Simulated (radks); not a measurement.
# Ar⁹⁺ in [He] 2s2 2p4.75 3s0.25: an all-electron calculation

One table from this session's results is given with a row withheld; the runs are named, their logs left out.

Method: Dirac Kohn-Sham, AM05, spin-unpolarised, spherical densities, finite nucleus; open shells fill j = l - 1/2 first. Code: radks (a radial shooting solver on a logarithmic mesh, Libxc functionals) version 1.

## What is computed

| Property | Result |
| --- | --- |
| element | argon (Z = 18) |
| charge | +9 |
| electrons | 9 |
| configuration | [He] 2s2 2p4.75 3s0.25 |
| nuclear rms radius | 3.4274 fm |

The first run:

The run's settings:

```text
Z 18
configuration [He] 2s2 2p4.75 3s0.25 3p0 4s0 3d0 4f0
relativity Dirac
functional am05,am05
spin unpolarised
j_filling energy
nucleus finite rms 3.4274 fm
c 137.035999084
```

On the command line:

```bash
> python run_ks.py task.json out
```

The same process makes all the runs of this session.

Steps of the session up to this table: Self-consistent calculation.

One of the session's tables, all rows but one given; the rest of the session is left out.

It belongs to the step «Radial structure». Radial moments (bohr):

| level | <r> | outermost maximum (interpolated) | 90 % within | nodes |
| --- | --- | --- | --- | --- |
| 1s1/2 | 0.08577 | 0.0561 | 0.153 | 0 |
| 2s1/2 | ? | ? | ? | ? |
| 2p1/2 | 0.3547 | 0.271 | 0.582 | 0 |
| 2p3/2 | 0.3568 | 0.272 | 0.585 | 0 |
| 3s1/2 | 1.055 | 0.978 | 1.54 | 2 |
| 3p1/2 | 1.058 | 0.973 | 1.57 | 1 |
| 3p3/2 | 1.061 | 0.976 | 1.57 | 1 |
| 3d3/2 | 1.000 | 0.843 | 1.53 | 0 |
| 3d5/2 | 1.001 | 0.843 | 1.53 | 0 |
| 4s1/2 | 2.038 | 2.04 | 2.87 | 3 |
| 4f5/2 | 1.880 | 1.67 | 2.73 | 0 |
| 4f7/2 | 1.881 | 1.67 | 2.73 | 0 |

Estimate the missing values for 2s1/2.

**Answer.** <r>: 0.3987; outermost maximum (interpolated): 0.332; 90 % within: 0.618; nodes: 1. In the column «<r>» it lies between 2p3/2 (0.3568) and 3d3/2 (1.000).
